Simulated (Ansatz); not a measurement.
# NiO: the cost of one run

Program: Ansatz 0.2.0. Level of theory: DFT r²SCAN+U (U_eff = 1 eV on Ni d), plane waves, PAW. These are calculated values, not measurements.

### Step 1. The system as given

It takes space group Fm-3m (No. 225, cubic). The conventional cell has a = 4.183 Å, b = 4.183 Å, c = 4.183 Å, α = 90.00°, β = 90.00°, γ = 90.00°. Ni (site symmetry m-3m) is surrounded by 6 O at 2.09 Å. O (site symmetry m-3m) is surrounded by 6 Ni at 2.09 Å.

Coordinates:

```cif
data_structure
_symmetry_space_group_name_H-M 'P 1'
_symmetry_Int_Tables_number 1
_cell_length_a 2.9576
_cell_length_b 5.1226
_cell_length_c 5.9151
_cell_angle_alpha 30.000
_cell_angle_beta 60.000
_cell_angle_gamma 54.736
_cell_volume 36.59
loop_
_atom_site_label
_atom_site_type_symbol
_atom_site_fract_x
_atom_site_fract_y
_atom_site_fract_z
_atom_site_occupancy
Ni1 Ni 0.00000 0.00000 0.00000 1
O1 O 0.50000 0.50000 0.00000 1
Ni2 Ni 0.00000 0.00000 0.50000 1
O2 O 0.50000 0.50000 0.50000 1
```

Magnetic order typed: antiferromagnetic, doubled cell 0 1/2 1/2.

An earlier series on this cell reached its lowest free state from «from atoms, symmetry kept, no search», perhaps among other starts.

### Step 2. Random orbitals: single harmonics, second filling

File input.yaml:

```yaml
crystal:
  lattice:
    - [0.0, 2.09130951, 2.09130951]
    - [4.18261902, 2.09130951, 2.09130951]
    - [4.18261902, 4.18261902, 0.0]
  atoms:
    - { symbol: Ni, position: [0.0, 0.0, 0.0], spin: 0.3 }
    - { symbol: O, position: [0.5, 0.5, 0.0] }
    - { symbol: Ni, position: [0.0, 0.0, 0.5], spin: -0.3 }
    - { symbol: O, position: [0.5, 0.5, 0.5] }
basis:
  ecutwfc: 500
  ecutrho_ratio: 4
kpoints:
  mp_grid: { grid: [8, 8, 8] }
hamiltonian:
  xc: r2scan
  hubbard:
    sites:
      - { site: 0, l: d, u_eff: 1.0, starting_ns: [{ spin: up, occupation_matrix: s0up }, { spin: down, occupation_matrix: s0down }] }
      - { site: 2, l: d, u_eff: 1.0, starting_ns: [{ spin: up, occupation_matrix: s2up }, { spin: down, occupation_matrix: s2down }] }
    occupation_matrices:
      s0up:
        matrix:
          - [0.97, 0.0, 0.0, 0.0, 0.0]
          - [0.0, 0.97, 0.0, 0.0, 0.0]
          - [0.0, 0.0, 0.97, 0.0, 0.0]
          - [0.0, 0.0, 0.0, 0.97, 0.0]
          - [0.0, 0.0, 0.0, 0.0, 0.02]
      s0down:
        matrix:
          - [0.97, 0.0, 0.0, 0.0, 0.0]
          - [0.0, 0.97, 0.0, 0.0, 0.0]
          - [0.0, 0.0, 0.02, 0.0, 0.0]
          - [0.0, 0.0, 0.0, 0.97, 0.0]
          - [0.0, 0.0, 0.0, 0.0, 0.97]
      s2up:
        matrix:
          - [0.02, 0.0, 0.0, 0.0, 0.0]
          - [0.0, 0.97, 0.0, 0.0, 0.0]
          - [0.0, 0.0, 0.97, 0.0, 0.0]
          - [0.0, 0.0, 0.0, 0.97, 0.0]
          - [0.0, 0.0, 0.0, 0.0, 0.97]
      s2down:
        matrix:
          - [0.97, 0.0, 0.0, 0.0, 0.0]
          - [0.0, 0.97, 0.0, 0.0, 0.0]
          - [0.0, 0.0, 0.97, 0.0, 0.0]
          - [0.0, 0.0, 0.0, 0.02, 0.0]
          - [0.0, 0.0, 0.0, 0.0, 0.97]
    ns_hold: until_converged
scf:
  occupations: { method: gaussian, width: 0.05 }
  lower_state_search: "off"
  max_iter: 150
output:
  forces: true
  stress: true
  eigenvalues: true
  populations: true
  hubbard: { sites: [{ site: 0, l: d }, { site: 2, l: d }] }
magnetization:
  spin_polarized: true
```

The typed matrices put 0.97 on the chosen orbitals and 0.02 on the others, and are held until the SCF converges, then released.

On the command line:

```bash
ansatz run input.yaml --threads 4 --pin off --max-ram 6144MiB --backend cpu --events-out ev --progress --plain --runs-dir out
```

What time and memory should one allow on 4 threads of Arm Neoverse V1, shared host?

About 2.3 min, with a peak of 1.1 GiB.
